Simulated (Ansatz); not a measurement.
## HfAu2, space group I4/mmm: a relaxation of cell and ions, step by step

With Ansatz's Python interface.

The cells in order, each with its output:

In [1]:
```python
from pathlib import Path

import ansatz as az
from ase.data import atomic_numbers
import numpy as np
import spglib
```

In [2]:
```python
def edges_and_angles(cell):
    cell = np.asarray(cell)
    a, b, c = np.linalg.norm(cell, axis=1)
    cosines = cell[1] @ cell[2] / (b * c), cell[0] @ cell[2] / (a * c), cell[0] @ cell[1] / (a * b)
    return (a, b, c, *np.degrees(np.arccos(cosines)))
```

In [3]:
```python
vectors = np.array([
    [-1.77286, 1.77286, 4.3563],
    [1.77286, -1.77286, 4.3563],
    [1.77286, 1.77286, -4.3563],
])
xtal = (
    az.Lattice.of(vectors)
    .atom("Hf", (0.0, 0.0, 0.0))
    .atom("Au", (0.66735, 0.66735, 0.0))
    .atom("Au", (0.33265, 0.33265, 0.0))
)
```

In [4]:
```python
# part of the cell is held
job = (
    xtal.calculation()
    .functional("LDA")
    .pseudopotentials("paw")
    .kpoints(spacing=0.24)
    .occupations(az.OccupationsMethod.COLD, width=0.05)  # fractional filling near the Fermi level
    .relax(max_steps=100, fix_cell=["c/a", "angles"])  # relax until the tolerances are met
    .potential_components()
    .band_table()  # levels at the mesh points
)
steps = []


def collect(event):
    if event["event"] == "relax_step":
        steps.append(event["data"])
```

In [5]:
```python
done = job.session().plan().execute(on_event=collect)
rep = done.report
```
```text
DeckWarning: basis.ecutwfc = 420 eV, auto-derived from the records' recommended cutoffs: set by Hf (normal level)
DeckWarning: crystal.symmetry: narrowed to the stabiliser of the fixed cell quantities (relax.cell.fix) — unitary ops 16 → 2. The narrowing is safe, since a smaller group never makes results wrong: [...]
```

In [6]:
```python
[(site.symbol, site.position_frac.round(4).tolist()) for site in done.lattice.sites]
```
Out [6]:
```text
[(<Element.HF: 'Hf'>, [0.0, 0.0, 0.0]), (<Element.AU: 'Au'>, [0.6681, 0.6681, 0.0]),
 (<Element.AU: 'Au'>, [0.3319, 0.3319, -0.0])]
```

In [7]:
```python
sorted(key for key in rep if key.endswith("_ev"))
```
Out [7]:
```text
['eigenvalues_ev', 'energy_sigma0_ev', 'entropy_ts_ev', 'fermi_energy_ev', 'free_energy_ev',
 'gap_by_band_count_ev', 'harris_foulkes_ev', 'internal_energy_ev', 'lagrangian_above_aufbau_ev',
 'lagrangian_ev', 'lagrangian_sigma0_ev', 'loop_eigenvalues_ev', 'loop_fermi_energy_ev',
 'occupations_fermi_energy_ev', 'residual_norms_ev']
```

In [8]:
```python
rep["kpoints_frac"][:4]
```
Out [8]:
```text
[[0.0, 0.0, 0.0], [0.0, 0.0, 0.09090909090909091], [0.0, 0.0, 0.18181818181818182],
 [0.0, 0.0, 0.2727272727272727]]
```

In [9]:
```python
print("step   energy (eV)     max comp. (eV/A)   P (GPa)  SCF")
for s in steps:
    print(f"{s['step']:4d} {s['lagrangian_ev']:15.5f} {s['allowed_force_max_ev_ang']:12.4f} {s['pressure_gpa']:10.3f} {s['n_scf']:5d}")
```
```text
step   energy (eV)     max comp. (eV/A)   P (GPa)  SCF
   1    -41208.62144       0.0444     -7.238     8
   2    -41208.27722       0.0970     26.713     8
   3    -41208.67303       0.0348     -1.543    11
   4    -41208.67535       0.0082      0.008     6
   5    -41208.67536       0.0001      0.001     5
   6    -41208.67478       0.0001      0.004     6
```

In [10]:
```python
first, last = steps[0], steps[-1]
symbols = [site.symbol for site in done.lattice.sites]
print(f"energy gained {first['lagrangian_ev'] - last['lagrangian_ev']:.4f} eV in {len(steps) - 1} steps")
for label, vectors in (("before", first["cell_ang"]), ("after", done.lattice.cell_ang)):
    print(label, "a b c (A) {:.4f} {:.4f} {:.4f}  angles {:.2f} {:.2f} {:.2f}".format(*edges_and_angles(vectors)), f" V = {abs(np.linalg.det(vectors)):.3f} A^3")
print("final stress xx yy zz (GPa, compression positive):", np.round(np.diag(rep["stress_gpa"]), 3) + 0.0)
```
```text
energy gained 0.0533 eV in 5 steps
before a b c (A) 5.0263 5.0263 5.0263  angles 138.69 138.69 59.84  V = 54.768 A^3
after a b c (A) 4.9561 4.9571 4.9561  angles 138.69 138.69 59.84  V = 52.515 A^3
final stress xx yy zz (GPa, compression positive): [-0.083 -0.08   0.176]
```

In [11]:
```python
fractions = [site.position_frac for site in done.lattice.sites]
numbers = [atomic_numbers[s] for s in symbols]
for tolerance in (1e-3, 1e-2, 1e-1):
    print(f"space group at {tolerance} A:", spglib.get_spacegroup((done.lattice.cell_ang, fractions, numbers), symprec=tolerance))
```
```text
space group at 0.001 A: C2/m (12)
space group at 0.01 A: I4/mmm (139)
space group at 0.1 A: I4/mmm (139)
```

In [12]:
```python
change = np.array(last["positions_ang"]) @ np.linalg.inv(last["cell_ang"]) - np.array(first["positions_ang"]) @ np.linalg.inv(first["cell_ang"])
moved = np.linalg.norm(change @ np.array(last["cell_ang"]), axis=1)
print("displacement within the cell, strain taken out (A):", " ".join(f"{s}:{d:.3f}" for s, d in zip(symbols, moved)))

energy = rep["free_energy_ev"]
print("F of the HfAu2 cell: {:.6f} eV = {:.6f} Ry = {:.6f} Ha".format(energy, energy / 13.605693, energy / 27.211386))
print("Fermi level {:.4f} eV, {} k-points, {} symmetry operations".format(rep["fermi_energy_ev"], rep["n_kpoints"], rep["n_symmetry_ops"]))
```
```text
displacement within the cell, strain taken out (A): Hf:0.000 Au:0.006 Au:0.006
F of the HfAu2 cell: -41208.674781 eV = -3028.781759 Ry = -1514.390880 Ha
Fermi level 22.6964 eV, 666 k-points, 2 symmetry operations
```

In [13]:
```python
folder = Path(done.write_results("parts"))
text = (folder / "v_comp_z.tsv").read_text().splitlines()
rows = np.array([line.split() for line in text if not line.startswith("#")], dtype=float)
print(text[0])
print(np.array2string(rows[:: max(len(rows) // 12, 1)], precision=3, suppress_small=True))

gap = None if "band_edges_ev" not in rep else rep["band_edges_ev"][1] - rep["band_edges_ev"][0]
print("gap on the k mesh:", "withheld (metal, or smearing too wide to tell)" if gap is None else f"{gap:.3f} eV")
print("lowest empty less highest filled band, by band count:", round(rep["gap_by_band_count_ev"], 3), "eV")
```
```text
# z_ang	v_loc[eV]	v_h[eV]	v_xc[eV]
[[  0.    -34.677  38.724 -16.436]
 [  0.413 -27.616  32.589 -15.936]
 [  0.826  -9.006  16.869 -14.625]
 [  1.239  14.97   -2.345 -12.959]
 [  1.652  37.083 -19.223 -11.408]
 [  2.065  51.447 -30.241 -10.357]
 [  2.478  56.162 -34.02  -10.   ]
 [  2.891  51.447 -30.241 -10.357]
 [  3.304  37.083 -19.223 -11.408]
 [  3.717  14.97   -2.345 -12.959]
 [  4.13   -9.006  16.869 -14.625]
 [  4.543 -27.616  32.589 -15.936]]
gap on the k mesh: withheld (metal, or smearing too wide to tell)
lowest empty less highest filled band, by band count: -0.337 eV
```

Absolute energies stand on the zero of these potentials, so only differences at equal settings mean something. A total without «per atom» is that of the whole cell that was run. Spin is left out of this run. The zero of the levels is a convention of the potentials, so an absolute Fermi energy is no work function. Energies along a relaxation are free energies. Rows at an unchanged volume are solved on a plane-wave basis chosen afresh for that cell, so the energy can jump there; the script counts such rows among its steps. A gap by band count of zero or less means overlapping bands, a metal. Edges and angles are those of the cell as typed, here a primitive one, not of the conventional cell. The structure comes from a database of computed cells and needn't be a stable or known phase. Levels are Kohn-Sham eigenvalues on this mesh, without spin-orbit coupling. Warnings are shown shortened and without file and line. The whole script took 11 min on 1 thread of Arm Neoverse V2, with other jobs on the host, peak memory 1.3 GiB.

(A comment or docstring line of the script was reworded after the run, the code is as it ran.)
